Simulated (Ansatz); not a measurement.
**As3P13: gaps at several levels of theory**

The task here is to estimate one member of a computed series from the others.

Program: Ansatz 0.2.0. Level of theory: DFT PBE+D3(BJ), scalar-relativistic, plane waves, PAW. These are calculated values, not measurements.

That is the level of the relaxation; later steps name their own.

## The starting structure

The structure is triclinic, space group P1 (No. 1). Conventional cell: a = 7.103 Å, b = 7.103 Å, c = 7.303 Å, α = 67.76°, β = 67.76°, γ = 77.08°. Around As (site symmetry 1) lie 2 P at 2.25 to 2.27 Å and 1 As at 2.25 Å. Around P (site symmetry 1) lie 3 P at 2.25 to 2.27 Å. Around As (site symmetry 1) lie 3 P at 2.25 to 2.27 Å. Around P (site symmetry 1) lie 2 P at 2.25 to 2.27 Å and 1 As at 2.25 Å. P (site symmetry 1) has 2 P at 2.25 Å and 1 As at 2.27 Å as nearest neighbours. Only part of the 16 independent sites is listed.

Coordinates:

```xyz
16
Lattice="1.6757 5.2974 4.4256 1.6757 5.2974 -4.4256 -5.0271 5.2974 0.0000" Properties=species:S:1:pos:R:3 pbc="T T T"
As    0.0000    1.0766    0.3571
P     1.6757    6.3740    0.3571
As    0.0000   11.6714    0.3571
P    -1.6757    6.3740    0.3571
P     0.0000    4.2207    2.5698
P     0.0000    4.2207   -1.8557
P    -1.6757    9.5181   -1.8557
P    -1.6757    9.5181    2.5698
P    -1.6757    4.2207   -0.3571
P     0.0000    9.5181   -0.3571
P    -1.6757   14.8154   -0.3571
P    -3.3514    9.5181   -0.3571
P     0.0000    6.3740    1.8557
P     0.0000    6.3740   -2.5698
As   -1.6757   11.6714   -2.5698
P    -1.6757   11.6714    1.8557
```

Set-up of the first run:

(A quick probe on a coarse mesh, which set the mesh and smearing, is not shown.)

The input, input.yaml:

```yaml
crystal:
  lattice:
    - [1.6757126, 5.29736185, 4.4255507]
    - [1.6757126, 5.29736185, -4.4255507]
    - [-5.02713779, 5.29736185, 0.0]
  atoms:
    - { symbol: As, position: [0.116555, 0.035875, 0.05081] }
    - { symbol: P, position: [0.616555, 0.535875, 0.05081] }
    - { symbol: As, position: [0.866555, 0.785875, 0.55081] }
    - { symbol: P, position: [0.366555, 0.285875, 0.55081] }
    - { symbol: P, position: [0.589125, 0.008445, 0.19919] }
    - { symbol: P, position: [0.089125, 0.508445, 0.19919] }
    - { symbol: P, position: [0.339125, 0.758445, 0.69919] }
    - { symbol: P, position: [0.839125, 0.258445, 0.69919] }
    - { symbol: P, position: [0.133445, 0.214125, 0.44919] }
    - { symbol: P, position: [0.633445, 0.714125, 0.44919] }
    - { symbol: P, position: [0.883445, 0.964125, 0.94919] }
    - { symbol: P, position: [0.383445, 0.464125, 0.94919] }
    - { symbol: P, position: [0.660875, 0.241555, 0.30081] }
    - { symbol: P, position: [0.160875, 0.741555, 0.30081] }
    - { symbol: As, position: [0.410875, 0.991555, 0.80081] }
    - { symbol: P, position: [0.910875, 0.491555, 0.80081] }
basis:
  ecutwfc: 420
kpoints:
  mp_grid: { grid: [4, 4, 4] }
hamiltonian:
  xc: pbe
  dispersion: d3bj
scf:
  occupations: { method: gaussian, width: 0.1 }
output:
  forces: true
  stress: true
  eigenvalues: true
relax:
  adjacent_minimum: "off"
  f_tol: 0.05
  max_steps: 80
  cell: { stress_tol: 0.5 }
```

The run is started by

```bash
$ ansatz run input.yaml --threads 4 --pin off --max-ram 10240MiB --backend cpu --events-out ev --progress --plain --runs-dir out
```

Among the steps run: Rough relaxation on the coarse mesh; The relaxation; The run at PBE+D3(BJ); Levels with PBE+D3(BJ) on the hybrid's mesh; The run at HSE06; Levels with PBE+D3(BJ), spin-orbit coupling; The run at r2SCAN.

One of the session's tables, all rows but one given; the rest of the session is left out.

```
                          level  gap (eV)  least direct gap (eV)
                     PBE+D3(BJ)      0.00                   0.33
PBE+D3(BJ) on the hybrid's mesh      0.00                   0.40
                          HSE06         ?                      ?
PBE+D3(BJ), spin-orbit coupling      0.00                   0.32
                         r2SCAN      0.15                   0.26
```

Estimate the missing values for HSE06.

**Answer.** gap (eV): 0.42; least direct gap (eV): 0.50. In the column «gap (eV)» it is the highest.

Gaps are by band count over the mesh and the named points; a gap of 0 means that the bands overlap or touch.
